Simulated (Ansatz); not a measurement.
# TaCuN2: a single-point run

Aim: a sound single-point run of TaCuN2. The structure is shown as the input types it.

Program: Ansatz 0.2.0. Level of theory: density functional or hybrid calculation with the settings of its input, plane waves (as first typed). These are calculated values, not measurements.

1 further run of the same task is left out (it didn't finish).

### 1 Starting point

It takes space group R-3m (No. 166, trigonal). The conventional cell has a = 3.139 Å, b = 3.139 Å, c = 17.386 Å, α = 90.00°, β = 90.00°, γ = 120.00°. Ta (site symmetry -3m) is surrounded by 6 N at 2.10 Å. Around Cu (site symmetry -3m) lie 2 N at 1.85 Å. N (site symmetry 3m) is surrounded by 1 Cu at 1.85 Å and 3 Ta at 2.10 Å.

Coordinates:

```xyz
4
Lattice="1.5697 0.9063 5.7953 -1.5697 0.9063 5.7953 0.0000 -1.8126 5.7953" Properties=species:S:1:pos:R:3 pbc="T T T"
Ta    0.0000    0.0000    8.6929
Cu    0.0000    0.0000    0.0000
N     0.0000    0.0000    1.8451
N     0.0000    0.0000   15.5408
```

### 2 Input and run

The input, input.yaml:

```yaml
crystal:
  lattice:
    - [1.5697417283, 0.9062908094, 5.7952954659]
    - [-1.5697417283, 0.9062908094, 5.7952954659]
    - [0.0, -1.8125816188, 5.7952954659]
  atoms:
    - { symbol: Ta, position: [0.5, 0.5, 0.5] }
    - { symbol: Cu, position: [0.0, 0.0, 0.0] }
    - { symbol: "N", position: [0.106125496, 0.106125496, 0.106125496] }
    - { symbol: "N", position: [0.893874504, 0.893874504, 0.893874504] }
kpoints:
  mp_grid: { grid: [6, 6, 6] }
hamiltonian:
  xc: pbesol
scf:
  occupations: { method: fixed }
  n_extra_bands: 5
  mixing: { beta: 1.9 }
  max_iter: 91
output:
  forces: true
  stress: true
  eigenvalues: true
```

Run with:

```console
$ ansatz run input.yaml --threads 4 --pin off --max-ram 3686MiB --backend cpu --events-out ev --progress --plain --runs-dir out
```

What happens when this is run?

Nothing was computed: the input was turned down at the start. Its message: «invalid value for `scf.mixing.beta`: must be finite and in (0, 1]; got 1.9»

The suspect setting: scf.mixing.beta is 1.9. The program checks this value's range before starting, and it fails the check.

Remedy: delete scf.mixing.beta (the default then holds).
